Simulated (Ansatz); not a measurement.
# C₂HClF₂Sn: small, medium and large basis sets

Aim: see how fast density functionals converge with the basis set for C₂HClF₂Sn.

Method: one geometry, several basis sets; program: Ansatz 0.2.0, Gaussian basis.

Plan: PBE0-D4/def2-SVP; ωB97M-V/def2-SVP; PBE0-D4/def2-QZVPP; ωB97M-V/def2-QZVPP; the functionals' def2-TZVPP values are taken from earlier runs.

## 1. The geometry

The geometry comes from an earlier relaxation with PBE0-D4 in a triple-zeta def2 set; it is a stationary point, not always the lowest conformer. Sn takes the def2 core potential; no spin-orbit term is included.

SMILES `C#[C][Sn]([F])([F])[Cl]`, 7 atoms, charge 0, spin multiplicity 1.

Atoms are counted from 1 here; the program's logs count them from 0.

Bond lengths: C1–C2 1.203 Å, C1–H7 1.067 Å, C2–Sn3 2.038 Å, Sn3–F4 1.891 Å, Sn3–F5 1.891 Å, Sn3–Cl6 2.277 Å. Angles: C2–C1–H7 179.8°, C1–C2–Sn3 179.1°, C2–Sn3–F4 110.7°, C2–Sn3–F5 110.7°, C2–Sn3–Cl6 115.3°, F4–Sn3–F5 104.4°, F4–Sn3–Cl6 107.5°, F5–Sn3–Cl6 107.5°.

## 2. PBE0-D4 in def2-SVP

File in.yaml:

```yaml
crystal:
  periodic: [false, false, false]
  atoms:
    - {symbol: C, position_ang: [1.391114, -1.547462, 0.750055]}
    - {symbol: C, position_ang: [0.637241, -0.716987, 0.314258]}
    - {symbol: Sn, position_ang: [-0.641329, 0.702095, -0.396369]}
    - {symbol: F, position_ang: [-2.150574, -0.101871, -1.204247]}
    - {symbol: F, position_ang: [0.166464, 1.691368, -1.791240]}
    - {symbol: Cl, position_ang: [-1.401719, 2.190516, 1.149430]}
    - {symbol: H, position_ang: [2.060004, -2.285760, 1.132413]}
basis:
  gaussian: {orbitals: def2-SVP}
hamiltonian: {xc: pbe0, dispersion: d4}
output: {orbitals: {seedname: orbitals}}
```

Command:

```
$ ansatz run in.yaml --threads 4 --pin off --events-out ev --progress --plain --max-ram 10444MiB
```

Further steps of the session: ωB97M-V in def2-SVP; PBE0-D4 in def2-QZVPP; ωB97M-V in def2-QZVPP.

Before running them: what should the planned runs give, taken together? Wanted: PBE0-D4: double and triple zeta above quadruple; ωB97M-V: double and triple zeta above quadruple.

The runs gave:

| quantity | value |
| --- | --- |
| PBE0-D4: double and triple zeta above quadruple | 15.06, 0.88 eV |
| ωB97M-V: double and triple zeta above quadruple | 15.17, 0.83 eV |

What this shows: For PBE0-D4 the step from double to triple zeta gains 14.17 eV and the next only 0.88 eV. These are total energies; as a rule much of such shifts cancels in differences, which this series doesn't test.
